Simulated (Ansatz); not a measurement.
# H8OSSi3: the cost of one run

Method: functionals in def2-TZVPP, the program's frozen cores in correlated methods; program: Ansatz 0.2.0, Gaussian basis.

Plan: PBE-D4, r2SCAN-D4, PBE0-D4, B3LYP-D4, ωB97X-V, ωB97M-V, B2PLYP; CCSD(T)/def2-TZVPP; MP2/def2-QZVPP; extrapolation to the limit.

### 1 The geometry

All runs share one geometry, relaxed beforehand with PBE0-D4 in a triple-zeta def2 set.

SMILES `[SiH3][SiH2]O[SiH2]S`, 13 atoms, charge 0, spin multiplicity 1.

Atoms are counted from 1 here; the program's logs count them from 0.

Bond lengths: Si1–Si2 2.346 Å, Si1–H6 1.488 Å, Si1–H7 1.489 Å, Si1–H8 1.488 Å, Si2–O3 1.650 Å, Si2–H9 1.489 Å, Si2–H10 1.486 Å, O3–Si4 1.632 Å, Si4–S5 2.131 Å, Si4–H11 1.479 Å, Si4–H12 1.482 Å, S5–H13 1.344 Å. Angles: Si2–Si1–H6 110.6°, Si2–Si1–H7 109.2°, Si2–Si1–H8 110.8°, H6–Si1–H7 108.7°, H6–Si1–H8 108.6°, H7–Si1–H8 108.9°, Si1–Si2–O3 111.7°, Si1–Si2–H9 109.9°, Si1–Si2–H10 110.4°, O3–Si2–H9 109.5°, O3–Si2–H10 106.9°, H9–Si2–H10 108.3°, Si2–O3–Si4 139.2°, O3–Si4–S5 112.6°, O3–Si4–H11 107.1°, O3–Si4–H12 110.5°, S5–Si4–H11 110.8°, S5–Si4–H12 104.0° and more.

### 2 PBE-D4 (GGA)

Contents of in.yaml:

```yaml
crystal:
  periodic: [false, false, false]
  atoms:
    - {symbol: Si, position_ang: [-2.229268, -0.203199, 0.000878]}
    - {symbol: Si, position_ang: [-0.466897, 1.340280, 0.116837]}
    - {symbol: O, position_ang: [0.905000, 0.656886, 0.728867]}
    - {symbol: Si, position_ang: [1.801507, -0.693193, 0.540049]}
    - {symbol: S, position_ang: [1.884404, -1.344416, -1.487801]}
    - {symbol: H, position_ang: [-2.563910, -0.717339, 1.356859]}
    - {symbol: H, position_ang: [-3.431261, 0.468271, -0.565515]}
    - {symbol: H, position_ang: [-1.865654, -1.354820, -0.867652]}
    - {symbol: H, position_ang: [-0.186618, 1.892910, -1.236582]}
    - {symbol: H, position_ang: [-0.825999, 2.468309, 1.015333]}
    - {symbol: H, position_ang: [3.155624, -0.389606, 1.051151]}
    - {symbol: H, position_ang: [1.182208, -1.832866, 1.257723]}
    - {symbol: H, position_ang: [2.661365, -0.325917, -1.895248]}
basis:
  gaussian: {orbitals: def2-TZVPP}
hamiltonian: {xc: pbe, dispersion: d4}
output: {forces: true, orbitals: {seedname: orbitals}}
```

Command:

```console
$ ansatz run in.yaml --threads 4 --pin off --events-out ev --progress --plain --max-ram 10444MiB
```

Q: Estimate wall time and peak memory on 4 threads of Arm Neoverse V1, shared host.

About 4 s, with a peak of 0.54 GiB.
